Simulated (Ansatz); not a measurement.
# CdSe: the crystal squeezed far

The task here is to estimate one member of a computed series from the others.

Computed with Ansatz 0.2.0 (DFT LDA, with the methods named in each step, unless a step's input says otherwise).

## The structure to begin with

Symmetry: F-43m, No. 216, cubic system. The conventional cell has a = 6.211 Å, b = 6.211 Å, c = 6.211 Å, α = 90.00°, β = 90.00°, γ = 90.00°. Around Cd (site symmetry -43m) lie 4 Se at 2.69 Å. Se (site symmetry -43m) is surrounded by 4 Cd at 2.69 Å.

Structure file:

```cif
data_structure
_symmetry_space_group_name_H-M 'P 1'
_symmetry_Int_Tables_number 1
_cell_length_a 4.3916
_cell_length_b 4.3916
_cell_length_c 4.3916
_cell_angle_alpha 60.000
_cell_angle_beta 60.000
_cell_angle_gamma 60.000
_cell_volume 59.89
loop_
_atom_site_label
_atom_site_type_symbol
_atom_site_fract_x
_atom_site_fract_y
_atom_site_fract_z
_atom_site_occupancy
Cd1 Cd 0.00000 0.00000 0.00000 1
Se1 Se 0.25000 0.25000 0.25000 1
```

Whether this phase is the stable one at these pressures isn't tested.

Atoms are numbered in the order of the input: Cd1, Se2.

Set-up of the first run:

input.yaml reads:

```yaml
crystal:
  lattice:
    - [0.0, 3.1053142479, 3.1053142479]
    - [3.1053142479, 0.0, 3.1053142479]
    - [3.1053142479, 3.1053142479, 0.0]
  atoms:
    - { symbol: Cd, position: [0.0, 0.0, 0.0] }
    - { symbol: Se, position: [0.25, 0.25, 0.25] }
kpoints:
  mp_grid: { grid: [11, 11, 11] }
scf:
  occupations: { method: fermi_dirac, width: 0.05 }
hamiltonian:
  xc: lda
  pseudopotentials: { kind: paw }
output:
  forces: true
  stress: true
relax:
  f_tol: 0.005
  max_steps: 40
  cell: {}
```

On the command line:

```sh
$ ansatz run input.yaml --threads 1 --pin off --max-ram 2048MiB --backend cpu --events-out ev --progress --plain --runs-dir out
```

Among the steps run: Cell relaxed at zero pressure, PAW; Volume scaled by 1, PAW; Volume scaled by 0.94, PAW; Volume scaled by 0.88, PAW; Volume scaled by 0.8, PAW; Volume scaled by 0.72, PAW; Volume scaled by 0.72, PAW (source ansatz); Volume scaled by 0.64, PAW; Volume scaled by 0.55, PAW; Volume scaled by 0.55, PAW (level accurate).

One table of the session follows, with a row left open; its other results are not shown here.

```
              method  volume over the first  volume (Å³/atom)  pressure (GPa)  gap on the k mesh (eV)
                 PAW                      1            27.118           -0.03                    0.40
                 PAW                   0.94            25.491            4.10                    0.53
                 PAW                   0.88            23.864            9.94                    0.65
                 PAW                    0.8            21.695           21.73                    0.82
                 PAW                   0.72            19.525           40.96                    0.97
                 PAW                   0.64                 ?               ?                       ?
                 PAW                   0.55            14.915          139.63                    1.07
PAW (level accurate)                   0.55            14.915          139.90                    1.07
 PAW (source ansatz)                   0.72            19.525           41.03                    0.97
```

**Question.** Estimate the row for PAW, 0.64.

**Answer.** volume (Å³/atom): 17.356; pressure (GPa): 73.28; gap on the k mesh (eV): 1.07. In the column «volume (Å³/atom)» it lies between PAW (level accurate), 0.55 (14.915) and PAW, 0.72 (19.525).
